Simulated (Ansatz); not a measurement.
# WCl₂ (singlet): density functionals in def2-TZVPP

What do functionals of several rungs give for WCl₂ (singlet)?

Method: def2-TZVPP, all electrons in the functionals, frozen cores in the correlation of double hybrids and RPA; program: Ansatz 0.2.0, Gaussian basis.

Plan: SPW92, PBE, r2SCAN, PBE0, B3LYP, wB97M-V, B2PLYP, RKS PBE0, RPA-PBE.

## (1) The geometry

The geometry is a PBE0/def2-TZVP stationary point (not a proven minimum). No spin-orbit coupling is included. Elements past krypton take def2 core potentials.

3 atoms, charge 0, spin multiplicity 1.

Atoms are counted from 1 here; the program's logs count them from 0.

Bond lengths: W1–Cl2 2.205 Å, W1–Cl3 2.205 Å. Angles: Cl2–W1–Cl3 180.0°.

As a file:

```
W     0.0000    0.0000    0.0000
Cl    0.0000    0.0000   -2.2053
Cl    0.0000    0.0000    2.2053
```

No dispersion term is added; wB97M-V holds VV10 nonlocal correlation. B3LYP takes the VWN-RPA correlation.

## (2) SPW92 (unrestricted)

File in.yaml:

```yaml
crystal:
  periodic: [false, false, false]
  atoms:
    - {symbol: W, position_ang: [0.000000, 0.000000, 0.000000]}
    - {symbol: Cl, position_ang: [0.000000, 0.000000, -2.205300]}
    - {symbol: Cl, position_ang: [0.000000, 0.000000, 2.205300]}
basis:
  gaussian: {orbitals: def2-TZVPP}
magnetization: {spin_polarized: true, initial_magnetization: 0}
hamiltonian: {xc: {name: SPW92}}
```

Started as:

```console
> ansatz run in.yaml --threads 2 --pin off --events-out ev --progress --plain --max-ram 16896MiB --backend cuda --devices 0, --max-vram 18GiB
```

Standard output:

```text
Functional definition: SPW92
  name "SPW92"
  cite "Dirac, Proc. Camb. Phil. Soc. 26, 376 (1930) doi:10.1017/S0305004100016108"
  cite "Slater, Phys. Rev. 81, 385 (1951) doi:10.1103/PhysRev.81.385"
  cite "Perdew & Wang, Phys. Rev. B 45, 13244 (1992) doi:10.1103/PhysRevB.45.13244"
  exchange = slater_x
  correlation = pw_c
923 factors; their error is unknown
mean field evaluation 1: about -26786.5623 eV, gradient 1.2e1 eV
mean field evaluation 2: about -26784.7618 eV, gradient 2.2e1 eV
mean field evaluation 4: about -26787.2504 eV, gradient 1.6e0 eV
mean field evaluation 8: about -26787.2529 eV, gradient 1.4e0 eV
mean field evaluation 16: about -26787.3266 eV, gradient 5.6e-1 eV
mean field evaluation 32: about -26787.7365 eV, gradient 9.1e-5 eV
mean field evaluation 64: about -26787.7365 eV, gradient 6.1e-6 eV
mean field evaluation 96: about -26786.8157 eV, gradient 3.5e-2 eV
mean field evaluation 128: about -26786.9074 eV, gradient 9.2e-1 eV
mean field evaluation 160: about -26786.0619 eV, gradient 6.3e0 eV
mean field evaluation 192: about -26786.5719 eV, gradient 1.6e-1 eV
mean field -26787.73653959 eV, -984.4311604498 hartree, gradient 1.1e-5 eV, S^2 1.000441; 19 other end points of the search recorded, 0 dependent functions left out
reference -26787.73657547 eV, -984.4311617685 hartree; 24, 24 occupied and 116, 116 virtual orbitals, 923 factors
Total energy: -26787.73657547 eV, -984.4311617685 hartree
```

Run time: 8.5 s. Hardware: 1 × H100 (card shared with other runs) with 2 threads of AMD EPYC 7R13, shared host; peak host memory 0.86 GiB.

From the report: ⟨S²⟩ of the determinant 1.000 (pure singlet: 0.00). The determinant is far from a pure spin state, so its energy mixes those of several spin states (harmless only where they are near-degenerate, as at dissociation).

## (3) PBE (unrestricted)

in.yaml, as its differences from that of step 2:

```diff
@@ -9,2 +9,3 @@
 magnetization: {spin_polarized: true, initial_magnetization: 0}
-hamiltonian: {xc: {name: SPW92}}
+hamiltonian: {xc: {name: PBE}}
+output: {orbitals: {seedname: orbitals}}
```

The command is unchanged.

Standard output:

```text
Functional definition: PBE
  name "PBE"
  cite "Perdew, Burke & Ernzerhof, Phys. Rev. Lett. 77, 3865 (1996) doi:10.1103/PhysRevLett.77.3865"
  parent pbe
  parameter kappa = 0.804
  parameter beta = 0.06672455060314922
  exchange = pbe_x(kappa = kappa, mu = beta*pi^2/3)
  correlation = pbe_c(beta = beta)
923 factors; their error is unknown
mean field evaluation 1: about -26861.3518 eV, gradient 1.2e1 eV
mean field evaluation 2: about -26859.0270 eV, gradient 2.4e1 eV
mean field evaluation 4: about -26862.1201 eV, gradient 2.3e-1 eV
mean field evaluation 8: about -26862.1033 eV, gradient 8.1e-3 eV
mean field evaluation 16: about -26862.7802 eV, gradient 4.0e-1 eV
mean field evaluation 32: about -26862.1033 eV, gradient 1.1e-4 eV
mean field evaluation 64: about -26861.3883 eV, gradient 7.9e0 eV
mean field evaluation 96: about -26862.2553 eV, gradient 6.6e-1 eV
mean field evaluation 128: about -26862.4361 eV, gradient 1.5e0 eV
mean field evaluation 160: about -26862.4974 eV, gradient 4.9e-1 eV
mean field -26862.78145584 eV, -987.1890102548 hartree, gradient 5.5e-6 eV, S^2 1.001573; 12 other end points of the search recorded, 0 dependent functions left out
reference -26862.78149388 eV, -987.1890116528 hartree; 24, 24 occupied and 116, 116 virtual orbitals, 923 factors
Total energy: -26862.78149388 eV, -987.1890116528 hartree
```

Run time: 13 s. Hardware: 1 × H100 (card shared with other runs) with 2 threads of AMD EPYC 7R13, shared host; peak host memory 0.89 GiB.

From the report: ⟨S²⟩ of the determinant 1.002 (pure singlet: 0.00). The determinant is far from a pure spin state, so its energy mixes those of several spin states (harmless only where they are near-degenerate, as at dissociation).

## (4) r2SCAN (unrestricted)

in.yaml, as its differences from that of step 3:

```diff
@@ -9,3 +9,3 @@
 magnetization: {spin_polarized: true, initial_magnetization: 0}
-hamiltonian: {xc: {name: PBE}}
-output: {orbitals: {seedname: orbitals}}
+hamiltonian: {xc: {name: r2SCAN}}
+output: {forces: true}
```

Same command.

Standard output:

```text
Functional definition: r2SCAN
  name "r2SCAN"
  cite "Furness, Kaplan, Ning, Perdew & Sun, J. Phys. Chem. Lett. 11, 8208 (2020) doi:10.1021/acs.jpclett.0c02405"
  cite "Furness, Kaplan, Ning, Perdew & Sun, J. Phys. Chem. Lett. 11, 9248 (2020) doi:10.1021/acs.jpclett.0c03077"
  parent r2scan
  parameter k0 = 0.174
  parameter k1 = 0.065
  parameter a1 = 4.9479
  exchange = r2scan_x(k0 = k0, k1 = k1, a1 = a1)
  correlation = r2scan_c
923 factors; their error is unknown
mean field evaluation 1: about -26869.9479 eV, gradient 1.1e1 eV
mean field evaluation 2: about -26869.0195 eV, gradient 1.7e1 eV
mean field evaluation 4: about -26870.4709 eV, gradient 6.7e-1 eV
mean field evaluation 8: about -26870.4540 eV, gradient 9.1e-3 eV
mean field evaluation 16: about -26870.5688 eV, gradient 1.2e0 eV
mean field evaluation 32: about -26871.4185 eV, gradient 5.6e-5 eV
mean field evaluation 64: about -26869.6045 eV, gradient 8.2e0 eV
mean field evaluation 96: about -26871.4188 eV, gradient 3.6e-4 eV
mean field evaluation 128: about -26870.7978 eV, gradient 8.0e-2 eV
mean field evaluation 160: about -26871.0276 eV, gradient 4.0e0 eV
mean field evaluation 192: about -26871.2975 eV, gradient 7.2e-1 eV
mean field evaluation 224: about -26870.2559 eV, gradient 1.4e0 eV
mean field evaluation 256: about -26871.4103 eV, gradient 2.9e-1 eV
mean field evaluation 288: about -26871.3840 eV, gradient 1.1e0 eV
mean field -26871.41876365 eV, -987.5064254623 hartree, gradient 4.8e-6 eV, S^2 1.003719; 26 other end points of the search recorded, 0 dependent functions left out
the calculation of the forces begins
reference -26871.41877973 eV, -987.5064260533 hartree; 24, 24 occupied and 116, 116 virtual orbitals, 923 factors
Total energy: -26871.41877973 eV, -987.5064260533 hartree
Atom 0 at     0.000000     0.000000     0.000000 Å, force     0.000000    -0.000000     0.000000 eV/Å
Atom 1 at     0.000000     0.000000    -2.205300 Å, force    -0.000000     0.000000    -0.155038 eV/Å
Atom 2 at     0.000000     0.000000     2.205300 Å, force    -0.000000     0.000000     0.155038 eV/Å
Dipole moment:    -0.000000     0.000000    -0.000000 e Å
```

Run time: 18 s. Hardware: 1 × H100 (card shared with other runs) with 2 threads of AMD EPYC 7R13, shared host; peak host memory 0.92 GiB.

From the report: ⟨S²⟩ of the determinant 1.004 (pure singlet: 0.00). The determinant is far from a pure spin state, so its energy mixes those of several spin states (harmless only where they are near-degenerate, as at dissociation).

## (5) PBE0 (unrestricted)

in.yaml, as its differences from that of step 4:

```diff
@@ -9,3 +9,3 @@
 magnetization: {spin_polarized: true, initial_magnetization: 0}
-hamiltonian: {xc: {name: r2SCAN}}
-output: {forces: true}
+hamiltonian: {xc: {name: PBE0}}
+output: {forces: true, orbitals: {seedname: orbitals}}
```

The command is unchanged.

Standard output:

```text
Functional definition: PBE0
  name "PBE0"
  cite "Adamo & Barone, J. Chem. Phys. 110, 6158 (1999) doi:10.1063/1.478522"
  cite "Perdew, Burke & Ernzerhof, Phys. Rev. Lett. 77, 3865 (1996) doi:10.1103/PhysRevLett.77.3865"
  parent pbe
  parameter a = 0.25
  parameter kappa = 0.804
  parameter beta = 0.06672455060314922
  exchange = (1 - a)*pbe_x(kappa = kappa, mu = beta*pi^2/3) + a*exact_x
  correlation = pbe_c(beta = beta)
1050 factors; their error is unknown
mean field evaluation 1: about -26862.3970 eV, gradient 7.6e0 eV
mean field evaluation 2: about -26862.5109 eV, gradient 6.1e0 eV
mean field evaluation 4: about -26862.6354 eV, gradient 9.8e-1 eV
mean field evaluation 8: about -26862.7136 eV, gradient 4.5e-3 eV
mean field evaluation 16: about -26862.7986 eV, gradient 7.8e-1 eV
mean field evaluation 32: about -26863.4276 eV, gradient 9.2e-6 eV
mean field evaluation 64: about -26863.1275 eV, gradient 3.0e0 eV
mean field -26863.42762420 eV, -987.2127565041 hartree, gradient 6.1e-6 eV, S^2 1.002127; 7 other end points of the search recorded, 0 dependent functions left out
the calculation of the forces begins
reference -26863.42765281 eV, -987.2127575554 hartree; 24, 24 occupied and 116, 116 virtual orbitals, 1050 factors
Total energy: -26863.42765281 eV, -987.2127575554 hartree
Atom 0 at     0.000000     0.000000     0.000000 Å, force     0.000000     0.000000     0.000000 eV/Å
Atom 1 at     0.000000     0.000000    -2.205300 Å, force    -0.000000    -0.000000    -0.037308 eV/Å
Atom 2 at     0.000000     0.000000     2.205300 Å, force    -0.000000    -0.000000     0.037308 eV/Å
Dipole moment:    -0.000000     0.000000    -0.000000 e Å
```

It took 5.5 s on 1 × H100 (card shared with other runs) with 2 threads of AMD EPYC 7R13, shared host; peak host memory 0.86 GiB.

From the report: ⟨S²⟩ of the determinant 1.002 (pure singlet: 0.00). The determinant is far from a pure spin state, so its energy mixes those of several spin states (harmless only where they are near-degenerate, as at dissociation).

## (6) B3LYP (unrestricted)

in.yaml, as its differences from that of step 5:

```diff
@@ -9,3 +9,2 @@
 magnetization: {spin_polarized: true, initial_magnetization: 0}
-hamiltonian: {xc: {name: PBE0}}
-output: {forces: true, orbitals: {seedname: orbitals}}
+hamiltonian: {xc: {name: B3LYP}}
```

Same command.

Standard output:

```text
Functional definition: B3LYP
  name "B3LYP"
  cite "Stephens, Devlin, Chabalowski & Frisch, J. Phys. Chem. 98, 11623 (1994) doi:10.1021/j100096a001"
  cite "Becke, Phys. Rev. A 38, 3098 (1988) doi:10.1103/PhysRevA.38.3098"
  cite "Lee, Yang & Parr, Phys. Rev. B 37, 785 (1988) doi:10.1103/PhysRevB.37.785"
  cite "Vosko, Wilk & Nusair, Can. J. Phys. 58, 1200 (1980) doi:10.1139/p80-159"
  parameter a0 = 0.2
  parameter ax = 0.72
  parameter ac = 0.81
  exchange = (1 - a0 - ax)*slater_x + ax*b88_x + a0*exact_x
  correlation = (1 - ac)*vwn_rpa_c + ac*lyp_c
1006 factors; their error is unknown
mean field evaluation 1: about -26872.5369 eV, gradient 8.9e0 eV
mean field evaluation 2: about -26872.6344 eV, gradient 8.0e0 eV
mean field evaluation 4: about -26872.8502 eV, gradient 1.2e0 eV
mean field evaluation 8: about -26872.9118 eV, gradient 4.5e-3 eV
mean field evaluation 16: about -26872.9629 eV, gradient 6.6e-1 eV
mean field evaluation 32: about -26873.5081 eV, gradient 2.0e-5 eV
mean field -26873.50805316 eV, -987.5832054355 hartree, gradient 2.0e-5 eV, S^2 1.001626; 7 other end points of the search recorded, 0 dependent functions left out
reference -26873.50827503 eV, -987.5832135891 hartree; 24, 24 occupied and 116, 116 virtual orbitals, 1006 factors
Total energy: -26873.50827503 eV, -987.5832135891 hartree
```

Run time: 3.5 s. Hardware: 1 × H100 (card shared with other runs) with 2 threads of AMD EPYC 7R13, shared host; peak host memory 0.84 GiB.

From the report: ⟨S²⟩ of the determinant 1.002 (pure singlet: 0.00). The determinant is far from a pure spin state, so its energy mixes those of several spin states (harmless only where they are near-degenerate, as at dissociation).

## (7) wB97M-V (unrestricted)

in.yaml, as its differences from that of step 6:

```diff
@@ -9,2 +9,3 @@
 magnetization: {spin_polarized: true, initial_magnetization: 0}
-hamiltonian: {xc: {name: B3LYP}}
+hamiltonian: {xc: {name: wB97M-V}}
+output: {forces: true, orbitals: {seedname: orbitals}}
```

Launched as before.

Standard output:

```text
Functional definition: wB97M-V
  name "wB97M-V"
  cite "Mardirossian & Head-Gordon, J. Chem. Phys. 144, 214110 (2016) doi:10.1063/1.4952647"
  cite "Becke, J. Chem. Phys. 107, 8554 (1997) doi:10.1063/1.475007"
  cite "Vydrov & Van Voorhis, J. Chem. Phys. 133, 244103 (2010) doi:10.1063/1.3521275"
  # Of w^i u^j: cxij and so on, Table III.
  parameter omega = 0.3/bohr
  parameter cx = 0.15
  parameter cx01 = 1.007
  parameter cx10 = 0.259
  parameter css00 = 0.443
  parameter css04 = -1.437
  parameter css10 = -4.535
  parameter css20 = -3.390
  parameter css43 = 4.278
  parameter cos00 = 1.000
  parameter cos10 = 1.358
  parameter cos20 = 2.924
  parameter cos21 = -8.812
  parameter cos60 = -1.390
  parameter cos61 = 9.142
  parameter b = 6.0
  parameter c = 0.01
  gx(w, u) = 1 - cx + cx01*u + cx10*w
  gss(w, u) = css00 + css04*u^4 + css10*w + css20*w^2 + css43*w^4*u^3
  gos(w, u) = cos00 + cos10*w + (cos20 + cos21*u)*w^2 + (cos60 + cos61*u)*w^6
  exchange = spin_sum(e_x_unif_sr(omega)*gx(b97_w, b97_u_x)) + cx*exact_x_sr(omega) + exact_x_lr(omega)
  correlation = spin_sum(e_c_pw_mod_same_spin*gss(b97_w, b97_u_same))
      + integral(e_c_pw_mod_opposite_spin*gos(b97_w_opposite, b97_u_opposite)) + vv10(b, c)
960 factors; their error is unknown
152 factors; integrals over basis functions are off by at most 3.3e-5 eV
mean field evaluation 1: about -26867.1784 eV, gradient 9.9e0 eV
mean field evaluation 2: about -26867.1429 eV, gradient 1.2e1 eV
mean field evaluation 4: about -26867.8281 eV, gradient 4.3e-1 eV
mean field evaluation 8: about -26867.8686 eV, gradient 5.1e-2 eV
mean field evaluation 16: about -26867.9393 eV, gradient 4.6e-1 eV
mean field evaluation 32: about -26868.2901 eV, gradient 1.6e-4 eV
mean field evaluation 64: about -26867.9319 eV, gradient 3.0e0 eV
mean field -26868.29010804 eV, -987.3914494895 hartree, gradient 1.1e-5 eV, S^2 1.001102; 7 other end points of the search recorded, 0 dependent functions left out
the calculation of the forces begins
reference -26868.29015233 eV, -987.3914511169 hartree; 24, 24 occupied and 116, 116 virtual orbitals, 960 factors
Total energy: -26868.29015233 eV, -987.3914511169 hartree
Atom 0 at     0.000000     0.000000     0.000000 Å, force    -0.000000    -0.000000     0.000000 eV/Å
Atom 1 at     0.000000     0.000000    -2.205300 Å, force     0.000000     0.000000    -0.223529 eV/Å
Atom 2 at     0.000000     0.000000     2.205300 Å, force     0.000000     0.000000     0.223529 eV/Å
Dipole moment:    -0.000000     0.000000    -0.000000 e Å
```

Run time: 8.5 s. Hardware: 1 × H100 (card shared with other runs) with 2 threads of AMD EPYC 7R13, shared host; peak host memory 1 GiB.

From the report: ⟨S²⟩ of the determinant 1.001 (pure singlet: 0.00). The determinant is far from a pure spin state, so its energy mixes those of several spin states (harmless only where they are near-degenerate, as at dissociation).

## (8) B2PLYP (unrestricted)

in.yaml, as its differences from that of step 7:

```diff
@@ -9,3 +9,3 @@
 magnetization: {spin_polarized: true, initial_magnetization: 0}
-hamiltonian: {xc: {name: wB97M-V}}
-output: {forces: true, orbitals: {seedname: orbitals}}
+hamiltonian: {xc: {name: B2PLYP}}
+correlation: {electrons: outside_noble_gas}
```

Same command.

Standard output:

```text
Functional definition: B2PLYP
  name "B2PLYP"
  cite "Grimme, J. Chem. Phys. 124, 034108 (2006) doi:10.1063/1.2148954"
  cite "Becke, Phys. Rev. A 38, 3098 (1988) doi:10.1103/PhysRevA.38.3098"
  cite "Lee, Yang & Parr, Phys. Rev. B 37, 785 (1988) doi:10.1103/PhysRevB.37.785"
  parameter a = 0.53
  parameter c = 0.27
  exchange = (1 - a)*b88_x + a*exact_x
  correlation = (1 - c)*lyp_c + c*(mp2_os + mp2_ss)
873 factors; integrals over basis functions are off by at most 1.0e-3 eV
mean field evaluation 1: about -26853.4337 eV, gradient 1.0e1 eV
mean field evaluation 2: about -26853.5700 eV, gradient 1.0e1 eV
mean field evaluation 4: about -26854.1819 eV, gradient 1.7e0 eV
mean field evaluation 8: about -26854.2042 eV, gradient 9.6e-2 eV
mean field evaluation 16: about -26854.2044 eV, gradient 1.7e-5 eV
mean field evaluation 32: about -26854.8871 eV, gradient 6.6e-1 eV
mean field evaluation 64: about -26854.8768 eV, gradient 3.6e-1 eV
mean field evaluation 96: about -26854.1616 eV, gradient 4.1e0 eV
mean field -26854.88776773 eV, -986.8989225673 hartree, gradient 3.0e-6 eV, S^2 1.002942; 11 other end points of the search recorded, 0 dependent functions left out
14 core orbitals not correlated: weight in the atoms' cores, before any rotation towards them, 0.997 or more for the frozen orbitals, at most 0.002 for the correlated occupied ones
reference -26854.88790842 eV, -986.8989277378 hartree; 10, 10 occupied and 116, 116 virtual orbitals, 873 factors
second order -17.92043633 eV of doubles, -0.00000000 eV of singles
Total energy: -26859.72642623 eV, -987.0767399876 hartree
```

Run time: 6 s. Hardware: 1 × H100 (card shared with other runs) with 2 threads of AMD EPYC 7R13, shared host; peak host memory 0.88 GiB.

From the report: ⟨S²⟩ of the determinant 1.003 (pure singlet: 0.00). The determinant is far from a pure spin state, so its energy mixes those of several spin states (harmless only where they are near-degenerate, as at dissociation).

## (9) PBE0 (restricted)

in.yaml, as its differences from that of step 8:

```diff
@@ -8,4 +8,2 @@
   gaussian: {orbitals: def2-TZVPP}
-magnetization: {spin_polarized: true, initial_magnetization: 0}
-hamiltonian: {xc: {name: B2PLYP}}
-correlation: {electrons: outside_noble_gas}
+hamiltonian: {xc: {name: PBE0}}
```

The command is unchanged.

Standard output:

```text
Functional definition: PBE0
  name "PBE0"
  cite "Adamo & Barone, J. Chem. Phys. 110, 6158 (1999) doi:10.1063/1.478522"
  cite "Perdew, Burke & Ernzerhof, Phys. Rev. Lett. 77, 3865 (1996) doi:10.1103/PhysRevLett.77.3865"
  parent pbe
  parameter a = 0.25
  parameter kappa = 0.804
  parameter beta = 0.06672455060314922
  exchange = (1 - a)*pbe_x(kappa = kappa, mu = beta*pi^2/3) + a*exact_x
  correlation = pbe_c(beta = beta)
1050 factors; their error is unknown
mean field evaluation 1: about -26862.3970 eV, gradient 1.1e1 eV
mean field evaluation 2: about -26862.5109 eV, gradient 8.7e0 eV
mean field evaluation 4: about -26862.6353 eV, gradient 1.4e0 eV
mean field evaluation 8: about -26862.7136 eV, gradient 6.4e-3 eV
mean field -26862.71360350 eV, -987.1865167273 hartree, gradient 9.2e-6 eV, S^2 0.000000; 0 other end points of the search recorded, 0 dependent functions left out
reference -26862.71363210 eV, -987.1865177785 hartree; 24, 24 occupied and 116, 116 virtual orbitals, 1050 factors
Total energy: -26862.71363210 eV, -987.1865177785 hartree
```

Wall time 1.6 s (1 × H100 (card shared with other runs) with 2 threads of AMD EPYC 7R13, shared host); peak host memory 0.81 GiB.

## (10) RPA-PBE

in.yaml, as its differences from that of step 9:

```diff
@@ -8,2 +8,4 @@
   gaussian: {orbitals: def2-TZVPP}
-hamiltonian: {xc: {name: PBE0}}
+magnetization: {spin_polarized: true, initial_magnetization: 0}
+hamiltonian: {xc: {name: PBE}}
+correlation: {method: rpa, electrons: outside_noble_gas}
```

The command is unchanged.

Standard output:

```text
Functional definition: PBE
  name "PBE"
  cite "Perdew, Burke & Ernzerhof, Phys. Rev. Lett. 77, 3865 (1996) doi:10.1103/PhysRevLett.77.3865"
  parent pbe
  parameter kappa = 0.804
  parameter beta = 0.06672455060314922
  exchange = pbe_x(kappa = kappa, mu = beta*pi^2/3)
  correlation = pbe_c(beta = beta)
873 factors; integrals over basis functions are off by at most 1.0e-3 eV
mean field evaluation 1: about -26861.3360 eV, gradient 1.2e1 eV
mean field evaluation 2: about -26861.3346 eV, gradient 1.2e1 eV
mean field evaluation 4: about -26861.6368 eV, gradient 9.8e0 eV
mean field evaluation 8: about -26862.1033 eV, gradient 5.2e-2 eV
mean field evaluation 16: about -26862.3950 eV, gradient 1.0e0 eV
mean field evaluation 32: about -26862.1033 eV, gradient 1.2e-6 eV
mean field evaluation 64: about -26862.2158 eV, gradient 5.2e-4 eV
mean field evaluation 96: about -26861.7248 eV, gradient 2.7e-6 eV
mean field evaluation 128: about -26862.2363 eV, gradient 7.8e-1 eV
mean field evaluation 160: about -26862.1495 eV, gradient 6.3e-1 eV
mean field evaluation 192: about -26862.7815 eV, gradient 3.9e-6 eV
mean field -26862.78145002 eV, -987.1890100410 hartree, gradient 3.9e-6 eV, S^2 1.001573; 8 other end points of the search recorded, 0 dependent functions left out
14 core orbitals not correlated: weight in the atoms' cores, before any rotation towards them, 0.998 or more for the frozen orbitals, at most 0.001 for the correlated occupied ones
reference -26814.34573221 eV, -985.4090302423 hartree; 10, 10 occupied and 116, 116 virtual orbitals, 873 factors
Total energy: -26838.52936427 eV, -986.2977623282 hartree
```

Wall time 9.5 s (1 × H100 (card shared with other runs) with 2 threads of AMD EPYC 7R13, shared host); peak host memory 0.95 GiB.

From the report: ⟨S²⟩ of the determinant 1.002 (pure singlet: 0.00). The determinant is far from a pure spin state, so its energy mixes those of several spin states (harmless only where they are near-degenerate, as at dissociation).

## (11) Side by side

```
functional  energy (eV)   ⟨S²⟩   time
     SPW92  -26787.7366  1.000  8.5 s
       PBE  -26862.7815  1.002   13 s
    r2SCAN  -26871.4188  1.004   18 s
      PBE0  -26863.4277  1.002  5.5 s
     B3LYP  -26873.5083  1.002  3.5 s
   wB97M-V  -26868.2902  1.001  8.5 s
    B2PLYP  -26859.7264  1.003    6 s
  RKS PBE0  -26862.7136  0.000  1.6 s
   RPA-PBE  -26838.5294  1.002  9.5 s
```

Orbital levels of the runs that wrote orbitals: PBE HOMO -5.42, LUMO -4.26 eV; PBE0 HOMO -6.55, LUMO -3.21 eV; wB97M-V HOMO -8.73, LUMO -0.87 eV.

## (12) What came out

| quantity | value |
| --- | --- |
| spread of total energies | 85.8 eV |
| quickest, slowest | RKS PBE0 1.6 s, r2SCAN 18 s |

What this shows: Total energies of different functionals can't be ranked; only differences within one functional count.
